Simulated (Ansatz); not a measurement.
**CH₅BrOSi: one species, many methods**

The task here is to estimate one member of a computed series from the others.

Computed with Ansatz 0.2.0, Gaussian basis. Level: functionals in def2-TZVPP, the program's frozen cores in correlated methods.

Plan: PBE-D4, r2SCAN-D4, PBE0-D4, B3LYP-D4, ωB97X-V, ωB97M-V, B2PLYP; CCSD(T)/def2-TZVPP; MP2/def2-QZVPP; extrapolation to the limit.

**The geometry**

The geometry comes from an earlier relaxation with PBE0-D4 in a triple-zeta def2 set; it is a stationary point, not always the lowest conformer.

SMILES `O[SiH2]CBr`, 9 atoms, charge 0, spin multiplicity 1.

Atoms are counted from 1 here; the program's logs count them from 0.

Bond lengths: O1–Si2 1.649 Å, O1–H5 0.957 Å, Si2–C3 1.877 Å, Si2–H6 1.479 Å, Si2–H7 1.486 Å, C3–Br4 1.948 Å, C3–H8 1.089 Å, C3–H9 1.089 Å. Angles: Si2–O1–H5 118.3°, O1–Si2–C3 111.4°, O1–Si2–H6 106.7°, O1–Si2–H7 111.0°, C3–Si2–H6 108.5°, C3–Si2–H7 107.7°, H6–Si2–H7 111.5°, Si2–C3–Br4 106.1°, Si2–C3–H8 113.4°, Si2–C3–H9 114.0°, Br4–C3–H8 106.9°, Br4–C3–H9 106.7°, H8–C3–H9 109.2°.

Set-up of the first run:

Contents of in.yaml:

```yaml
crystal:
  periodic: [false, false, false]
  atoms:
    - {symbol: O, position_ang: [-0.543458, 1.828451, -0.358088]}
    - {symbol: Si, position_ang: [0.242472, 0.595076, 0.402684]}
    - {symbol: C, position_ang: [-0.293208, -1.074819, -0.265375]}
    - {symbol: Br, position_ang: [0.670716, -2.408938, 0.776816]}
    - {symbol: H, position_ang: [-0.185784, 2.152962, -1.184726]}
    - {symbol: H, position_ang: [-0.131811, 0.669921, 1.831166]}
    - {symbol: H, position_ang: [1.713040, 0.705613, 0.219264]}
    - {symbol: H, position_ang: [-1.355276, -1.274151, -0.130071]}
    - {symbol: H, position_ang: [-0.028092, -1.240515, -1.308870]}
basis:
  gaussian: {orbitals: def2-TZVPP}
hamiltonian: {xc: pbe, dispersion: d4}
output: {forces: true, orbitals: {seedname: orbitals}}
```

Started as:

```
ansatz run in.yaml --threads 4 --pin off --events-out ev --progress --plain --max-ram 10444MiB
```

Among the steps run: PBE-D4 (GGA); r2SCAN-D4 (meta-GGA); PBE0-D4 (hybrid); B3LYP-D4 (hybrid); ωB97X-V (range-separated); ωB97M-V (range-separated); B2PLYP (double hybrid); CCSD(T) in def2-TZVPP; MP2 in def2-QZVPP.

One of the session's tables, all rows but one given; the rest of the session is left out.

| method | atomisation energy (kJ/mol) |
| --- | --- |
| PBE-D4 | 3090.2 |
| r2SCAN-D4 | 3068.7 |
| PBE0-D4 | ? |
| B3LYP-D4 | 3050.1 |
| ωB97X-V | 3071.6 |
| ωB97M-V | 3067.5 |
| B2PLYP | 3025.1 |
| HF/def2-TZVPP | 2232.5 |
| MP2/def2-TZVPP | 3040.4 |
| CCSD/def2-TZVPP | 2950.3 |
| CCSD(T)/def2-TZVPP | 2993.3 |
| MP2/CBS | 3130.1 |
| CCSD(T)/CBS | 3083.0 |

Q: Estimate the row for PBE0-D4 from the others.

**Answer.** atomisation energy (kJ/mol): 3045.4. In the column «atomisation energy (kJ/mol)» it lies between MP2/def2-TZVPP (3040.4) and B3LYP-D4 (3050.1).

Caveats from the session: Free atoms (1 O, 1 Si, 1 C, 1 Br, 5 H) were run apart at each level; the atomisation energy is their sum less the molecule, without zero-point or spin-orbit terms.
